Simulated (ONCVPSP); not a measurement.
**An ONCV potential for scandium, from input to tests**

Task: generate the file, and judge it by its errors in other configurations, its logarithmic derivatives, its ghosts and its cutoff.

Method: ONCVPSP 4.0.1, PBEsol, scalar-relativistic.

### 1 The atom and the settings

The settings as typed:

* element: scandium (Sc, Z = 21)
* type: optimised norm-conserving Vanderbilt (ONCV)
* frozen core: [Ne]
* valence charge: 11
* reference configuration: 3s2 3p6 3d1 4s1.5 4p0.5
* partial waves: 3s+4s: rc 2.15 bohr, ncon 4, nbas 7, qcut 5 1/bohr, 2 projectors; 3p+4p: rc 2.00 bohr, ncon 4, nbas 8, qcut 5.7 1/bohr, 2 projectors; 3d: rc 2.00 bohr, ncon 4, nbas 8, qcut 7.2 1/bohr, local
* local potential: the d channel
* core correction: Teter function, fcfact 3, rcfact 1.7

An earlier all-electron run gives the scale for the radii.

All-electron outer shells of the reference configuration (PBEsol, scalar-relativistic, ld1.x):

```
shell  level (eV)  outermost node (bohr)  outermost maximum (bohr)
   2s     -474.32                   0.10                      0.28
   2p     -388.60                      –                      0.23
   3s      -55.53                   0.42                      0.92
   3p      -34.20                   0.39                      0.97
   4s       -4.55                   1.33                      3.10
   3d       -3.82                      –                      1.10
   4p       -1.76                   1.49                      3.98
```

### 2 Generation

File Sc.dat:

```
# ATOM AND REFERENCE CONFIGURATION
# atsym  z   nc   nv     iexc    psfile
  Sc 21.00    3    5  -116133      upf
#
#   n    l    f
    1    0    2.00
    2    0    2.00
    2    1    6.00
    3    0    2.00
    3    1    6.00
    3    2    1.00
    4    0    1.50
    4    1    0.50
#
# PSEUDOPOTENTIAL AND OPTIMIZATION
# lmax
    2
#
#   l,   rc,      ep,       ncon, nbas, qcut
    0    2.15    0.00    4    7    5.00
    1    2.00    0.00    4    8    5.70
    2    2.00    0.00    4    8    7.20
#
# LOCAL POTENTIAL
# lloc, lpopt,  rc(5),   dvloc0
    2    5    2.00    0.00
#
# VANDERBILT-KLEINMAN-BYLANDER PROJECTORs
# l, nproj, debl
    0    2    2.10
    1    2    2.70
    2    0    1.40
#
# MODEL CORE CHARGE
# icmod, fcfact, rcfact
    3    3.00    1.70
#
# LOG DERIVATIVE ANALYSIS
# epsh1, epsh2, depsh
   -4.00    5.00    0.02
#
# OUTPUT GRID
# rlmax, drl
    6.00    0.01
#
# TEST CONFIGURATIONS
# ncnf
    4
# nvcnf
#   n    l    f
    5
    3    0    2.00
    3    1    6.00
    3    2    1.00
    4    0    2.00
    4    1    0.00
#
    5
    3    0    2.00
    3    1    6.00
    3    2    1.00
    4    0    1.00
    4    1    0.00
#
    5
    3    0    2.00
    3    1    6.00
    3    2    1.00
    4    0    0.00
    4    1    0.00
#
    5
    3    0    2.00
    3    1    6.00
    3    2    1.00
    4    0    1.00
    4    1    1.00
#
```

Started as:

```sh
$ oncvpsp.x < Sc.dat > Sc.out
```

Before running it: what results should come out? Wanted: cutoffs for 1 and 0.1 mHa per electron, occupied waves; bound ghosts; GHOST(+) flags; largest test error; largest phase difference near zero energy, channels read; rms error of d²Exc/dn², without and with the model core.

As calculated:

| quantity | value |
| --- | --- |
| cutoffs for 1 and 0.1 mHa per electron, occupied waves | 21 Ha and 23 Ha |
| bound ghosts | s at -563.57 eV |
| GHOST(+) flags | none at low energy |
| largest test error (AE − PS) | -5.8 meV, for 3s2 3p6 3d1 4s0 4p0 |
| largest phase difference near zero energy, channels read | 0.030 rad |
| rms error of d²Exc/dn², without and with the model core | 2.17 and 1.68 mHa |

In words: A bound ghost (s) makes it unfit for use: electrons can fall into a state that the atom doesn't have. By total energies transferability is good: the largest error is 5.8 meV on 18.2 eV, for 3s2 3p6 3d1 4s0 4p0. Atomic tests can pass in spite of a ghost, since they solve only for the levels asked. It counts as of middling hardness, with 21 Ha needed at the looser tolerance. At the looser tolerance the 3d wave is the slowest; 3p needs 13 Ha. Of the channels read, d scatters worst near zero energy, by up to 0.03 rad. These are tests on the free atom; a crystal test is still owed.
